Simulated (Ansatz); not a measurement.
# CoSi2 (fluorite type): how the settings move a single-point run

Question: which choices in the input matter for CoSi2 (fluorite type)?

Computed with Ansatz 0.2.0 (reference: DFT, PBE, PAW with Ansatz's default frozen-core files, scalar-relativistic, unless a step's input says otherwise).

## Step 1: The starting structure

Symmetry: Fm-3m, No. 225, cubic system. Conventional cell: a = 5.360 Å, b = 5.360 Å, c = 5.360 Å, α = 90.00°, β = 90.00°, γ = 90.00°. Co (site symmetry m-3m) is surrounded by 8 Si at 2.32 Å. Si (site symmetry -43m) has 4 Co at 2.32 Å as nearest neighbours.

As a file:

```xyz
3
Lattice="0.0000 2.6799 2.6799 2.6799 0.0000 2.6799 2.6799 2.6799 0.0000" Properties=species:S:1:pos:R:3 pbc="T T T"
Co    0.0000    0.0000    0.0000
Si    1.3400    1.3400    1.3400
Si    4.0199    4.0199    4.0199
```

## Step 2: Reference

input.yaml

```yaml
crystal:
  lattice:
    - [0.0, 2.6799488197, 2.6799488197]
    - [2.6799488197, 0.0, 2.6799488197]
    - [2.6799488197, 2.6799488197, 0.0]
  atoms:
    - { symbol: Co, position: [0.0, 0.0, 0.0] }
    - { symbol: Si, position: [0.25, 0.25, 0.25] }
    - { symbol: Si, position: [0.75, 0.75, 0.75] }
kpoints:
  mp_grid: { grid: [11, 11, 11] }
scf:
  occupations: { method: fermi_dirac, width: 0.1 }
hamiltonian:
  xc: pbe
  pseudopotentials: { kind: paw }
output:
  forces: true
  stress: true
  eigenvalues: true
basis:
  ecutwfc: 800
```

On the command line:

```bash
$ ansatz run input.yaml --threads 1 --pin off --max-ram 3072MiB --backend cpu --events-out ev --progress --plain --runs-dir out
```

## Step 3: Variant: xc_grid 1

input.yaml, as its differences from that of step 2:

```diff
@@ -20,3 +20,8 @@
   eigenvalues: true
+  write_density: true
+  write_potential: true
+  elf: true
+  volumetric_format: npy
 basis:
   ecutwfc: 800
+  xc_grid: 1
```

Q: Predict the outcome of this session. Wanted: for each run, ending; energy change; pressure; gap; force.

**Answer**, as computed:

```csv
run,ending,energy change,pressure (GPa),gap (eV),force (eV/Å),cycles,time
reference,converged,0,0.0,0.00,0.00,9,4.1 s
1: xc_grid 1,converged,0.0 meV/atom,0.0,0.00,0.00,9,4.6 s
```

Times don't compare one to one where runs were asked for different outputs or read a saved state (see the inputs); cycles may leave out searches for a lower state.

Residual by cycle in the longest SCF loop of each run; runs are numbered as in the table. The quantity is the density residual dr2, in eV.

```csv
cycle,reference,run 1
1,0.0166,0.0166
2,0.00503,0.00503
3,2.0e-4,2.0e-4
4,2.9e-5,2.9e-5
5,5.4e-6,5.4e-6
6,1.5e-6,1.5e-6
7,6.6e-7,6.6e-7
8,1.0e-7,1.0e-7
9,2.2e-9,2.2e-9
```

What this shows: Changing the numerical grids hardly moves the energy: 0.0 meV/atom. The reference leaves spin out although Co can carry a moment, so its state need not be the lowest.
